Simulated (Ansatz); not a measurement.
# LaB2Rh3: the cost of one run

All numbers are computed with Ansatz 0.2.0 through its Python package. The levels of theory stand in the script.

**1. Starting point**

The structure is hexagonal, space group P6/mmm (No. 191). Conventional cell: a = 5.483 Å, b = 5.483 Å, c = 3.141 Å, α = 90.00°, β = 90.00°, γ = 120.00°. Around La (site symmetry 6/mmm) lie 2 La at 3.14 Å and 12 Rh at 3.16 Å and 6 B at 3.17 Å. B (site symmetry -6m2) has 6 Rh at 2.23 Å and 3 La at 3.17 Å as nearest neighbours. Rh (site symmetry mmm) has 4 B at 2.23 Å as nearest neighbours.

No structure file is read: the coordinates are typed or built in the script.

**2. Script**

Input file lattice.py:

```python
'''Relaxed cell of LaB2Rh3 under several functionals.'''

import ansatz
import numpy as np

def edges_and_angles(cell):
    cell = np.asarray(cell)
    a, b, c = np.linalg.norm(cell, axis=1)
    cosines = cell[1] @ cell[2] / (b * c), cell[0] @ cell[2] / (a * c), cell[0] @ cell[1] / (a * b)
    return (a, b, c, *np.degrees(np.arccos(cosines)))

vectors = np.array([
    [5.483, 0.0, 0.0],
    [-2.7415, 4.748417, 0.0],
    [0.0, 0.0, 3.141],
])
xtal = (
    ansatz.Lattice.of(vectors)
    .atom('La', (0.0, 0.0, 0.0))
    .atom('B', (1 / 3, 2 / 3, 0.0))
    .atom('B', (2 / 3, 1 / 3, 0.0))
    .atom('Rh', (0.5, 0.0, 0.5))
    .atom('Rh', (0.5, 0.5, 0.5))
    .atom('Rh', (0.0, 0.5, 0.5))
)

calc = (
    xtal.calculation()
    .kpoints(5, 5, 8)
    .occupations(ansatz.OccupationsMethod.FERMI_DIRAC)
    .relax(cell=True, force_tolerance=0.05)
)

levels = [('pbesol', 'none'), ('blyp', 'd3bj'), ('pbesol', 'd3bj')]
print('level            a       b       c    alpha   beta  gamma  V/atom  steps')
for name, dispersion in levels:
    seen = []
    run = calc.functional(name, dispersion=dispersion).session().plan()
    result = run.execute(on_event=lambda e: seen.append(e) if e['event'] == 'relax_step' else None)
    cell = result.lattice.cell_ang
    label = name if dispersion == 'none' else f'{name}+{dispersion}'
    print('{:13s} {:7.4f} {:7.4f} {:7.4f} {:6.2f} {:6.2f} {:6.2f}'.format(label, *edges_and_angles(cell)), f'{abs(np.linalg.det(cell)) / len(result.lattice.sites):7.3f} {len(seen):5d}')
```

**3. The calls as engine input**

The engine receives this input (first run):

```yaml
crystal:
  lattice:
    - [5.483, 0.0, 0.0]
    - [-2.7415, 4.748417, 0.0]
    - [0.0, 0.0, 3.141]
  atoms:
    - { symbol: La, position: [0.0, 0.0, 0.0] }
    - { symbol: B, position: [0.3333333333333333, 0.6666666666666666, 0.0] }
    - { symbol: B, position: [0.6666666666666666, 0.3333333333333333, 0.0] }
    - { symbol: Rh, position: [0.5, 0.0, 0.5] }
    - { symbol: Rh, position: [0.5, 0.5, 0.5] }
    - { symbol: Rh, position: [0.0, 0.5, 0.5] }
kpoints:
  mp_grid:
    grid: [5, 5, 8]
hamiltonian:
  xc: pbesol
  dispersion: none
scf:
  occupations:
    method: fermi_dirac
relax:
  f_tol: 0.05
  cell: {}
```

**4. Running it**

The run is started by

```console
python lattice.py
```

Q: Estimate wall time and peak memory on 1 thread of Arm Neoverse V2, shared host.

About 71 s, with a peak of 0.52 GiB.
